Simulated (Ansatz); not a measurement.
# CHGeO (quartet): wave-function methods side by side, cc-pVDZ

The task here is to estimate one member of a computed series from the others.

Computed with Ansatz 0.2.0, Gaussian basis. Level: cc-pVDZ, core rule «outside noble gas», up to 16 orbitals frozen.

Plan: UHF; CCSD(T) on ROHF; CCSD(T) on UHF; BCCD(T) on ROHF; CISD; CCSDT(Q) on ROHF; CCSDT(Q) on UHF.

20 further runs of the same task are left out: 10 that didn't finish, 10 set aside as unsound or not needed.

### The system

The geometry is a PBE0/def2-TZVP stationary point (not a proven minimum) of the parent state, kept for this charge and spin. No spin-orbit coupling is included. The filled d shell of Ge may be among the frozen orbitals whatever the setting's name suggests; the logs give the count.

4 atoms, charge 0, spin multiplicity 4.

Atoms are counted from 1 here; the program's logs count them from 0.

Bond lengths: Ge1–C2 1.774 Å, C2–O3 1.290 Å, O3–H4 0.971 Å. Angles: Ge1–C2–O3 175.6°, C2–O3–H4 111.6°.

The first run:

in.yaml reads:

```yaml
crystal:
  periodic: [false, false, false]
  atoms:
    - {symbol: Ge, position_ang: [-0.000004, -0.160430, 2.081234]}
    - {symbol: C, position_ang: [0.000037, -0.167331, 0.306926]}
    - {symbol: O, position_ang: [-0.000016, -0.271400, -0.979246]}
    - {symbol: H, position_ang: [-0.000016, 0.599161, -1.408914]}
basis:
  gaussian: {orbitals: cc-pVDZ}
magnetization: {spin_polarized: true, initial_magnetization: 3}
hamiltonian: {xc: hf}
output: {orbitals: {seedname: orbitals}}
```

Command:

```
> ansatz run in.yaml --threads 1 --pin off --events-out ev --progress --plain --max-ram 2393MiB
```

Steps of the session up to this table: UHF; CCSD(T) on ROHF; CCSD(T) on UHF; BCCD(T) on ROHF; CISD; CCSDT(Q) on ROHF; CCSDT(Q) on UHF.

One of the session's tables, all rows but one given; the rest of the session is left out.

```
   method  from UCCSDT(Q) (meV)
     ROHF              +10375.0
      UHF              +10069.7
     RMP2               +1152.5
     UMP2               +1193.1
    RCCSD                +351.3
    UCCSD                +341.4
 RCCSD(T)                 +61.9
 UCCSD(T)                 +58.2
  BCCD(T)                     ?
   RCCSDT                 +31.5
   UCCSDT                 +25.9
RCCSDT(Q)                  +8.3
UCCSDT(Q)                     0
```

**Question.** Estimate the row for BCCD(T).

**Answer.** from UCCSDT(Q) (meV): +59.2. In the column «from UCCSDT(Q) (meV)» it lies between UCCSD(T) (+58.2) and RCCSD(T) (+61.9).

Not comparable, so not listed: CISD (they don't share determinant, frozen orbitals or solution with the rows shown, or repeat one).

To keep in mind: Restricted and unrestricted rows rest on different reference determinants; where their highest levels disagree by more than a few hundredths of an eV, they describe different states and don't form one ladder.
